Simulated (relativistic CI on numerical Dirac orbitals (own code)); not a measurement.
# Fe: the cost of one run

Program: relativistic CI on numerical Dirac orbitals (own code) version 3. Level of theory: charge-transfer multiplet model of a cubic metal-ligand cluster with up to 1 ligand holes, Slater and spin-orbit integrals from Dirac-Coulomb-Breit ions, Slater integrals scaled by 0.7. These are calculated values, not measurements, unless marked.

**1. What is computed**

| Item | Value |
| --- | --- |
| ion | Fe⁴⁺ (Fe V) |
| nuclear charge | 26 |
| electrons | 22 |
| d electrons | 4 |
| ligand holes at most | 1 |
| parameters | in eV; Veg, Vt2g hoppings, tenDq and tenDqL metal and ligand splittings (negative tenDq: tetrahedral), red the scaling of hopping with a core hole |
| temperature | 20 K |
| widths | Lorentz 0.6 eV, Gauss 0.8 eV |

**2. tenDq = -0.25 eV**

Input settings:

```ini
cluster ion=Fe4+ d4 ligand_holes=1 slater_scale=0.7
Delta=2.2 Udd=5.3 Upd=6.5 tenDq=-0.25 tenDqL=0 Veg=1.23 Vt2g=-2.08 red=1
spectrum xps 2p T=20 lorentz=0.6 gauss=0.8
```

Started as:

```
$ python run_levels.py task.json out
```

task.json lists these runs, among others, and the program works through them in turn.

What time and memory should one allow on 1 thread of Intel Xeon Platinum 8559C, shared host?

About 7.3 s, with a peak of 0.2 GiB.
